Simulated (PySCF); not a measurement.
# C2H8NPSi: the cost of one run

Computed with PySCF 2.14.0, with density-fitted response routines of our own, on a single molecule in the gas phase. Atoms count from 0, in the outputs and in this text.

## 1. The molecule as given

13 atoms, charge 0, multiplicity 1; geometry from: GFN2-xTB. The atoms were then displaced at random by about 0.01 Å, so the start is not that level's minimum.

Bonds of the start (Å): C0–C1 1.33, C1–Si2 1.90, Si2–N3 1.69, Si2–P4 2.26, C0–H5 1.05, C0–H6 1.10, C1–H7 1.07, Si2–H8 1.49, N3–H9 1.04, N3–H10 0.99, P4–H11 1.37, P4–H12 1.41.

## 2. Relaxing the molecule at PBE0-D3(BJ)/def2-SVP

Job settings and geometry (Å):

```
{"job": {"xc": "PBE0", "basis": "def2-SVP", "d3": "d3bj", "grid": 1, "shake": 0.01, "kind": "geom"}, "charge": 0, "multiplicity": 1}
C      2.218890    -0.093710    -0.316010
C      1.164540    -0.865730    -0.074610
Si    -0.493930    -0.254320     0.608920
N     -1.670500    -1.055900    -0.299560
P     -0.419440     2.007810     0.554440
H      3.136620    -0.423390    -0.708770
H      2.146420     0.994900    -0.144350
H      1.279910    -1.917610    -0.262510
H     -0.719660    -0.640820     2.028590
H     -2.673620    -0.912500    -0.044980
H     -1.617320    -1.125130    -1.288990
H     -0.538050     2.103790    -0.804330
H     -1.808030     2.165720     0.741820
```

Launch:

```console
$ OMP_NUM_THREADS=1 python probes_run.py task.json out
```

This one command runs all jobs of the session in turn.

Q: Estimate the wall time and peak memory of this first job on 1 thread of Arm Neoverse N1, shared host.

About 69 s, with a peak of 0.52 GiB.
